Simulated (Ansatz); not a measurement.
# Cu5Mo: the cost of one run

Computed with Ansatz 0.2.0 (DFT PBE, scalar-relativistic, plane waves, PAW, unless a step's input says otherwise).

### Step 1. The system as given

It takes space group P6/mmm (No. 191, hexagonal). Conventional cell: a = 5.005 Å, b = 5.005 Å, c = 4.109 Å, α = 90.00°, β = 90.00°, γ = 120.00°. Cu (site symmetry mmm) has 8 Cu at 2.50 to 2.51 Å as nearest neighbours. Cu (site symmetry -6m2) has 6 Cu at 2.51 Å as nearest neighbours. Around Mo (site symmetry 6/mmm) lie 18 Cu at 2.89 to 3.24 Å.

Coordinates:

```cif
data_structure
_symmetry_space_group_name_H-M 'P 1'
_symmetry_Int_Tables_number 1
_cell_length_a 5.0047
_cell_length_b 5.0047
_cell_length_c 4.1091
_cell_angle_alpha 90.000
_cell_angle_beta 90.000
_cell_angle_gamma 120.000
_cell_volume 89.13
loop_
_atom_site_label
_atom_site_type_symbol
_atom_site_fract_x
_atom_site_fract_y
_atom_site_fract_z
_atom_site_occupancy
Cu1 Cu 0.50000 0.00000 0.50000 1
Cu2 Cu 0.50000 0.50000 0.50000 1
Cu3 Cu 0.00000 0.50000 0.50000 1
Cu4 Cu 0.33333 0.66667 0.00000 1
Cu5 Cu 0.66667 0.33333 0.00000 1
Mo1 Mo 0.00000 0.00000 0.00000 1
```

A structure generator made this guess: species swapped into a database cell of LuNi5 (P6/mmm, No. 191), with Mo on the Lu sites and Cu on the Ni sites. Its size is a rough estimate.

### Step 2. Probe: one point on a coarse mesh

Input file input.yaml:

```yaml
crystal:
  lattice:
    - [5.00465797, 0.0, 0.0]
    - [-2.50232899, 4.33416094, 0.0]
    - [0.0, 0.0, 4.10912025]
  atoms:
    - { symbol: Cu, position: [0.5, 0.0, 0.5] }
    - { symbol: Cu, position: [0.5, 0.5, 0.5] }
    - { symbol: Cu, position: [0.0, 0.5, 0.5] }
    - { symbol: Cu, position: [0.33333333, 0.66666667, 0.0] }
    - { symbol: Cu, position: [0.66666667, 0.33333333, 0.0] }
    - { symbol: Mo, position: [0.0, 0.0, 0.0] }
basis:
  ecutwfc: 420
kpoints:
  mp_grid: { grid: [6, 6, 4] }
hamiltonian:
  xc: pbe
scf:
  occupations: { method: gaussian, width: 0.1 }
  lower_state_search: "off"
output:
  forces: true
  stress: true
  eigenvalues: true
```

The run is started by

```sh
ansatz run input.yaml --threads 1 --pin off --max-ram 2560MiB --backend cpu --events-out ev --progress --plain --runs-dir out
```

Q: Estimate wall time and peak memory on 1 thread of Arm Neoverse V2, shared host.

About 9.3 s, with a peak of 0.4 GiB.
